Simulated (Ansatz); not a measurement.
# LiY3: the cost of one run

Program: Ansatz 0.2.0. Level of theory: DFT PBE, scalar-relativistic, plane waves, PAW. These are calculated values, not measurements.

## (1) The system as given

It takes space group P4/mmm (No. 123, tetragonal). Conventional cell: a = 3.634 Å, b = 3.634 Å, c = 8.829 Å, α = 90.00°, β = 90.00°, γ = 90.00°. Li (site symmetry 4/mmm) is surrounded by 8 Y at 3.22 Å and 4 Li at 3.63 Å. Y (site symmetry 4mm) is surrounded by 4 Li at 3.22 Å and 8 Y at 3.56 to 3.63 Å. Y (site symmetry 4/mmm) is surrounded by 12 Y at 3.56 to 3.63 Å.

Structure file:

```
CELL_PARAMETERS angstrom
3.63385 0.00000 0.00000
0.00000 3.63385 0.00000
0.00000 0.00000 8.82898
ATOMIC_POSITIONS crystal
Li 0.00000 0.00000 0.00000
Y 0.50000 0.50000 0.77978
Y 0.00000 0.00000 0.50000
Y 0.50000 0.50000 0.22022
```

It is the end of an earlier relaxation with the same method, from a database cell with other species swapped in; it is a trial structure. At a tolerance of 0.05 Å it has space group P4/mmm (No. 123); it has 29.15 Å³/atom, an uncorrected energy of +0.06 eV/atom over the elements.

## (2) Bands, states and charges

Contents of input.yaml:

```yaml
crystal:
  lattice:
    - [3.6338504404, 0.0, 0.0]
    - [0.0, 3.6338504404, 0.0]
    - [0.0, 0.0, 8.8289779916]
  atoms:
    - { symbol: Li, position: [0.0, 0.0, 0.0] }
    - { symbol: "Y", position: [0.5, 0.5, 0.7797772825] }
    - { symbol: "Y", position: [0.0, 0.0, 0.5] }
    - { symbol: "Y", position: [0.5, 0.5, 0.2202227175] }
basis:
  ecutwfc: 420
kpoints:
  mp_grid: { grid: [12, 12, 6] }
  band_path:
    path:
      - [[0.0, 0.0, 0.0], [0.0, 0.5, 0.0], [0.5, 0.5, 0.0], [0.0, 0.0, 0.0], [0.0, 0.0, 0.5], [0.0, 0.5, 0.5], [0.5, 0.5, 0.5], [0.0, 0.0, 0.5]]
      - [[0.0, 0.5, 0.0], [0.0, 0.5, 0.5]]
      - [[0.5, 0.5, 0.0], [0.5, 0.5, 0.5]]
    npoints: 14
hamiltonian:
  xc: pbe
scf:
  occupations: { method: gaussian, width: 0.1 }
  n_extra_bands: 10
output:
  forces: true
  stress: true
  eigenvalues: true
  populations: true
  dos: { projected: true, de: 0.02, nscf_kmesh: { grid: [15, 15, 8] } }
  bader: true
  write_density: true
  write_potential: true
  elf: true
  volumetric_format: npy
```

The run is started by

```console
$ ansatz run input.yaml --threads 1 --pin off --max-ram 2560MiB --backend cpu --events-out ev --progress --plain --runs-dir out
```

Q: Estimate wall time and peak memory on 1 thread of Intel Xeon Platinum 8259CL at 2.50GHz (Skylake/Cascade Lake), shared host.

About 79 s, with a peak of 0.68 GiB.
